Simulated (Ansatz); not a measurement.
# YCu5: properties at the relaxed cell

The task here is to estimate one member of a computed series from the others.

Computed with Ansatz 0.2.0 (DFT PBEsol, scalar-relativistic, plane waves, PAW, unless a step's input says otherwise).

1 further run of the same task is left out (set aside as unsound or not needed). Runs told in other sessions of the task aren't counted.

### The system as given

It takes space group P6/mmm (No. 191, hexagonal). Conventional cell: a = 4.956 Å, b = 4.956 Å, c = 4.024 Å, α = 90.00°, β = 90.00°, γ = 120.00°. Y (site symmetry 6/mmm) has 18 Cu at 2.86 to 3.19 Å in its first shell of neighbours. Around Cu (site symmetry mmm) lie 8 Cu at 2.47 to 2.48 Å. Cu (site symmetry -6m2) has 9 Cu at 2.47 to 2.86 Å and 3 Y at 2.86 Å in its first shell of neighbours.

Coordinates:

```
Y Cu
1.0
     4.95647    0.00000    0.00000
    -2.47824    4.29243    0.00000
     0.00000    0.00000    4.02407
Y Cu
1 5
Direct
  0.00000 0.00000 0.00000
  0.50000 0.00000 0.50000
  0.50000 0.50000 0.50000
  0.00000 0.50000 0.50000
  0.33333 0.66667 0.00000
  0.66667 0.33333 0.00000
```

This cell was relaxed beforehand with the same method: volume 14.27 Å³/atom, gap on the mesh none (metal).

Set-up of the first run:

File input.yaml:

```yaml
crystal:
  lattice:
    - [4.9064051667, 0.0, 0.0]
    - [-2.4532025834, 4.2490715156, 0.0]
    - [0.0, 0.0, 3.9834201755]
  atoms:
    - { symbol: "Y", position: [0.0, 0.0, 0.0] }
    - { symbol: Cu, position: [0.5, 0.0, 0.5] }
    - { symbol: Cu, position: [0.5, 0.5, 0.5] }
    - { symbol: Cu, position: [0.0, 0.5, 0.5] }
    - { symbol: Cu, position: [0.3333333333, 0.6666666667, 0.0] }
    - { symbol: Cu, position: [0.6666666667, 0.3333333333, 0.0] }
basis:
  ecutwfc: 420
kpoints:
  mp_grid: { grid: [12, 12, 10] }
hamiltonian:
  xc: pbesol
scf:
  occupations: { method: gaussian, width: 0.1 }
output:
  forces: true
  stress: true
  eigenvalues: true
relax:
  adjacent_minimum: "off"
  f_tol: 0.01
  max_steps: 30
  cell: { stress_tol: 0.1, fix: [volume] }
```

Run with:

```console
ansatz run input.yaml --threads 1 --pin off --max-ram 2560MiB --backend cpu --events-out ev --progress --plain --runs-dir out
```

Among the steps run: Volume × 0.97; Point at V/V0 = 1.03; Point at V/V0 = 0.94; Volume × 1.06; Volume × 0.91; The cell scaled to 1.10 of its volume; Point at V/V0 = 0.88.

One of the session's tables, all rows but one given; the rest of the session is left out.

It belongs to the step «Energy against volume». 

```
volume (Å³/atom)  energy above the lowest point (meV/atom)  pressure (GPa)
          12.557                                     103.5           21.83
          12.985                                      54.7           14.91
          13.413                                      22.9            9.08
          13.841                                       5.4            4.16
          14.269                                       0.0            0.02
          14.697                                       4.8           -3.48
          15.125                                         ?               ?
          15.696                                      47.0           -9.66
```

Estimate the missing values for volume (Å³/atom) = 15.125.

Worked estimate for «energy above the lowest point (meV/atom)». A straight line through the neighbours (14.697, 4.8) and (15.696, 47.0) gives 4.8 + (47.0 − 4.8) × (15.125 − 14.697) / (15.696 − 14.697) = 22.9; a parabola fitted to 3 rows on both sides gives 17.6.

**Answer.** energy above the lowest point (meV/atom): 18.1; pressure (GPa): -6.44. In «energy above the lowest point (meV/atom)» the line misses by +4.8 and the parabola by -0.5.
